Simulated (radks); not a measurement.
# Cu⁴⁺ in [Ar] 3d6.5 4s0.5: an all-electron calculation

What are the levels of the copper ion Cu4+, how large are its shells, and how does its energy divide?

Program: radks (a radial shooting solver on a logarithmic mesh, Libxc functionals) version 1. Level of theory: Dirac Kohn-Sham, PBE, spin-unpolarised, spherical densities, finite nucleus; open shells are shared between the two j in proportion to 2j + 1. These are calculated values, not measurements, unless marked.

### Step 1. The atom as given

| Item | Value |
| --- | --- |
| element | copper (Z = 29) |
| charge | +4 |
| electrons | 25 |
| configuration | [Ar] 3d6.5 4s0.5 |
| nuclear rms radius | 3.8823 fm |

### Step 2. The calculation

The run's settings:

```text
Z 29
configuration [Ar] 3d6.5 4s0.5
relativity Dirac
functional pbe,pbe
spin unpolarised
j_filling average
nucleus finite rms 3.8823 fm
c 137.035999084
```

What does the calculation give?

As calculated:

```
                        quantity                   value
                    total energy     -1649.73770 hartree
exchange-correlation share of it                  3.95 %
                            −T/E                  1.0175
          highest occupied level       4s1/2, -49.756 eV
    most extended occupied level  4s1/2, <r> = 1.88 bohr
 radius at density 0.001 e/bohr³               2.83 bohr
    maxima of the radial density                       3
```

What this shows: The radial density shows 3 maxima for 4 occupied principal shells; where shells overlap, one shows as a shoulder or not at all. Relativity lifts −T/E to 1.018. This is not the tabulated ground configuration, so its levels and sizes aren't those of the ground state, and no measured value stands beside it.
